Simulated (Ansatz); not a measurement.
# C3H11PSi: a ladder of functionals and wavefunction methods

The task here is to estimate one member of a computed series from the others.

Method: functionals in def2-TZVPP, the program's frozen cores in correlated methods; program: Ansatz 0.2.0, Gaussian basis.

Plan: LDA (SPW92), PBE-D4, revPBE-D4, BLYP-D4, r2SCAN-D4, B97M-V, PBE0-D4, B3LYP-D4, r2SCANh-D4, r2SCAN0-D4, HSE06-D4, BHLYP-D4, CAM-B3LYP-D4, LC-ωPBE, ωB97X-V, ωB97M-V, B2PLYP, PBE-QIDH; CCSD(T)/def2-SVP; CCSD(T)/def2-TZVPP; MP2/def2-QZVPP; extrapolation to the limit; RPA on PBE.

## The relaxed structure

All runs share one geometry, relaxed beforehand with PBE0-D4 in a triple-zeta def2 set.

SMILES `C[Si](C)(C)P`, 16 atoms, charge 0, spin multiplicity 1.

Atoms are counted from 1 here; the program's logs count them from 0.

Bond lengths: C1–Si2 1.874 Å, C1–H6 1.094 Å, C1–H7 1.093 Å, C1–H8 1.093 Å, Si2–C3 1.874 Å, Si2–C4 1.874 Å, Si2–P5 2.266 Å, C3–H9 1.093 Å, C3–H10 1.093 Å, C3–H11 1.094 Å, C4–H12 1.093 Å, C4–H13 1.094 Å, C4–H14 1.093 Å, P5–H15 1.422 Å, P5–H16 1.422 Å. Angles: Si2–C1–H6 110.6°, Si2–C1–H7 111.1°, Si2–C1–H8 111.1°, H6–C1–H7 108.0°, H6–C1–H8 108.0°, H7–C1–H8 107.9°, C1–Si2–C3 110.0°, C1–Si2–C4 110.0°, C1–Si2–P5 112.3°, C3–Si2–C4 110.2°, C3–Si2–P5 107.2°, C4–Si2–P5 107.1°, Si2–C3–H9 111.2°, Si2–C3–H10 111.3°, Si2–C3–H11 110.5°, H9–C3–H10 107.9°, H9–C3–H11 108.0°, H10–C3–H11 107.8° and more.

Geometry (Å):

```xyz
16
charge 0, multiplicity 1
C    -0.5122    0.7772   -1.4902
Si   -0.0090   -0.0375    0.1208
C     1.5678    0.7421    0.7675
C     0.2368   -1.8768   -0.1406
P    -1.5827    0.2003    1.7343
H     0.2660    0.6457   -2.2484
H    -1.4374    0.3440   -1.8777
H    -0.6741    1.8492   -1.3550
H     1.8812    0.2785    1.7058
H     1.4366    1.8120    0.9478
H     2.3789    0.6219    0.0435
H     0.5347   -2.3708    0.7872
H     1.0176   -2.0570   -0.8853
H    -0.6802   -2.3532   -0.4963
H    -1.7627    1.5912    1.5026
H    -2.6614   -0.1668    0.8840
```

Set-up of the first run:

Contents of in.yaml:

```yaml
crystal:
  periodic: [false, false, false]
  atoms:
    - {symbol: C, position_ang: [-0.512174, 0.777150, -1.490195]}
    - {symbol: Si, position_ang: [-0.009004, -0.037476, 0.120799]}
    - {symbol: C, position_ang: [1.567760, 0.742072, 0.767454]}
    - {symbol: C, position_ang: [0.236839, -1.876800, -0.140626]}
    - {symbol: P, position_ang: [-1.582666, 0.200276, 1.734325]}
    - {symbol: H, position_ang: [0.266009, 0.645749, -2.248396]}
    - {symbol: H, position_ang: [-1.437365, 0.344039, -1.877681]}
    - {symbol: H, position_ang: [-0.674097, 1.849172, -1.355008]}
    - {symbol: H, position_ang: [1.881175, 0.278469, 1.705835]}
    - {symbol: H, position_ang: [1.436605, 1.811996, 0.947783]}
    - {symbol: H, position_ang: [2.378941, 0.621900, 0.043462]}
    - {symbol: H, position_ang: [0.534729, -2.370799, 0.787240]}
    - {symbol: H, position_ang: [1.017590, -2.056989, -0.885308]}
    - {symbol: H, position_ang: [-0.680211, -2.353186, -0.496320]}
    - {symbol: H, position_ang: [-1.762716, 1.591239, 1.502611]}
    - {symbol: H, position_ang: [-2.661414, -0.166803, 0.884025]}
basis:
  gaussian: {orbitals: def2-TZVPP}
hamiltonian: {xc: lda}
output: {orbitals: {seedname: orbitals}}
```

On the command line:

```sh
$ ansatz run in.yaml --threads 4 --pin off --events-out ev --progress --plain --max-ram 11315MiB
```

Steps of the session up to this table: LDA; PBE-D4 (GGA); revPBE-D4 (GGA); BLYP-D4 (GGA); r2SCAN-D4 (meta-GGA); B97M-V (meta-GGA); PBE0-D4 (hybrid); B3LYP-D4 (hybrid); r2SCANh-D4 (hybrid); r2SCAN0-D4 (hybrid); HSE06-D4 (hybrid); BHLYP-D4 (hybrid); CAM-B3LYP-D4 (range-separated); LC-ωPBE (range-separated); ωB97X-V (range-separated); ωB97M-V (range-separated); B2PLYP (double hybrid); PBE-QIDH (double hybrid).

One table of the session follows, with a row left open; its other results are not shown here.

It belongs to the step «Frontier levels by functional». 

| functional | HOMO (eV) | LUMO (eV) | gap (eV) |
| --- | --- | --- | --- |
| LDA (SPW92) | -6.02 | -0.41 | 5.61 |
| PBE-D4 | -5.93 | -0.22 | 5.71 |
| revPBE-D4 | -5.89 | -0.11 | 5.78 |
| BLYP-D4 | -5.78 | -0.18 | 5.60 |
| r2SCAN-D4 | -6.16 | 0.11 | 6.27 |
| B97M-V | -6.27 | -0.13 | 6.14 |
| PBE0-D4 | -7.03 | 0.56 | 7.60 |
| B3LYP-D4 | -6.83 | 0.27 | 7.09 |
| r2SCANh-D4 | -6.57 | 0.43 | 7.00 |
| r2SCAN0-D4 | -7.18 | 0.89 | 8.08 |
| HSE06-D4 | -6.64 | 0.19 | 6.83 |
| BHLYP-D4 | ? | ? | ? |
| CAM-B3LYP-D4 | -8.31 | 1.35 | 9.66 |
| LC-ωPBE | -9.64 | 2.61 | 12.25 |
| ωB97X-V | -9.31 | 2.38 | 11.69 |
| ωB97M-V | -9.13 | 2.01 | 11.14 |

Q: Estimate the row for BHLYP-D4 from the others.

Worked estimate for «HOMO (eV)». Against the share of exact exchange, BLYP-D4 (0, -5.78), B3LYP-D4 (0.2, -6.83) give a slope of -5.25 per unit share; at 0.5 the line stands at -8.40.

**Answer.** HOMO (eV): -8.02; LUMO (eV): 1.19; gap (eV): 9.20. In «HOMO (eV)» the line misses by -0.38.
